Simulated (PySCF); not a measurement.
# GaN (triplet) with other numerical set-ups

Aim: see how much the energy and properties of GaN (triplet) depend on the numerical set-up.

Computed with PySCF 2.14.0. Level: method and basis as typed in the scripts.

4 further runs of the same task are left out: 4 that didn't finish.

**1. Where the work starts**

GaN (triplet): 2 atoms, charge 0, spin multiplicity 3.

Bond lengths: Ga1–N2 1.953 Å.

**2. The base run**

input.py reads:

```python
from pyscf import gto, dft

mol = gto.M(
    atom='Ga 0 0 0; N 0 0 1.953',
    basis='pcseg-1',
    charge=0,
    spin=2,
    verbose=3,
)
mf = dft.ROKS(mol, xc='olyp')
mf = mf.newton()
mf.kernel()
g = mf.nuc_grad_method()
g.grid_response = True
g.kernel()
mf.dip_moment()
print('orbital energies (hartree):', mf.mo_energy[..., max(0, mol.nelec[1]-3):mol.nelec[0]+3].round(4))
```

The run is started by

```
OMP_NUM_THREADS=1 python input.py
```

Its log is not repeated here.

In short: E(SCF) = -1979.790913 Eh, μ = 2.90 D, gradient on the second atom 0.0180 Eh/bohr.

The bond length is a typed value, not an optimised one. The triplet is typed in the script; nothing here shows that it is the ground state.

**3. Def2-svpd**

Edit 1 changes basis set: pcseg-1 → def2-svpd.

input.py reads:

```python
from pyscf import gto, dft

mol = gto.M(
    atom='Ga 0 0 0; N 0 0 1.953',
    basis='def2-svpd',
    charge=0,
    spin=2,
    verbose=3,
)
mf = dft.ROKS(mol, xc='olyp')
mf = mf.newton()
mf.kernel()
g = mf.nuc_grad_method()
g.grid_response = True
g.kernel()
mf.dip_moment()
print('orbital energies (hartree):', mf.mo_energy[..., max(0, mol.nelec[1]-3):mol.nelec[0]+3].round(4))
```

The run is started by

```
OMP_NUM_THREADS=1 python input.py
```

**4. 6-31g**

Edit 2 changes basis set: pcseg-1 → 6-31g.

input.py, as its differences from that of step 2:

```diff
@@ -4,3 +4,3 @@
     atom='Ga 0 0 0; N 0 0 1.953',
-    basis='pcseg-1',
+    basis='6-31g',
     charge=0,
```

**5. Jorge-dzp**

Edit 3 changes basis set: pcseg-1 → jorge-dzp.

input.py, as its differences from that of step 2:

```diff
@@ -4,3 +4,3 @@
     atom='Ga 0 0 0; N 0 0 1.953',
-    basis='pcseg-1',
+    basis='jorge-dzp',
     charge=0,
```

**6. Cartesian functions on**

Edit 4 changes Cartesian functions: off → on.

input.py, as its differences from that of step 2:

```diff
@@ -7,2 +7,3 @@
     spin=2,
+    cart=True,
     verbose=3,
```

**7. Integration grid (99, 590)**

Edit 5 changes integration grid: default → (99, 590).

input.py, as its differences from that of step 2:

```diff
@@ -10,2 +10,3 @@
 mf = dft.ROKS(mol, xc='olyp')
+mf.grids.atom_grid = (99, 590)
 mf = mf.newton()
```

Before running it: what results should come out? Wanted: for each run, E(SCF); from base; SCF dipole.

The runs gave:

| run | E(SCF) (hartree) | from base (eV) | SCF dipole (D) | functions |
| --- | --- | --- | --- | --- |
| base | -1979.790913 | 0 | 2.90 | 41 |
| def2-svpd | -1979.722037 | +1.8742 | 2.91 | 58 |
| 6-31g | -1979.654280 | +3.7180 | 2.67 | 36 |
| jorge-dzp | -1979.943803 | -4.1604 | 2.84 | 58 |
| Cartesian functions on | -1979.805019 | -0.3838 | 2.89 | n/a |
| integration grid (99, 590) | -1979.790913 | 0.0000 | 2.90 | 41 |

**Reading.** The SCF energy stays the same, to the digits that matter, with integration grid (99, 590). The largest comparable shift of the SCF energy, -4.160 eV, comes with the run “jorge-dzp”. def2-svpd (58 functions) gives an energy 1.87 eV higher than pcseg-1 (41); size alone doesn't order basis sets of different families. 6-31g (36 functions) gives an energy 3.72 eV higher than pcseg-1 (41). jorge-dzp (58 functions) gives an energy 4.16 eV lower than pcseg-1 (41).
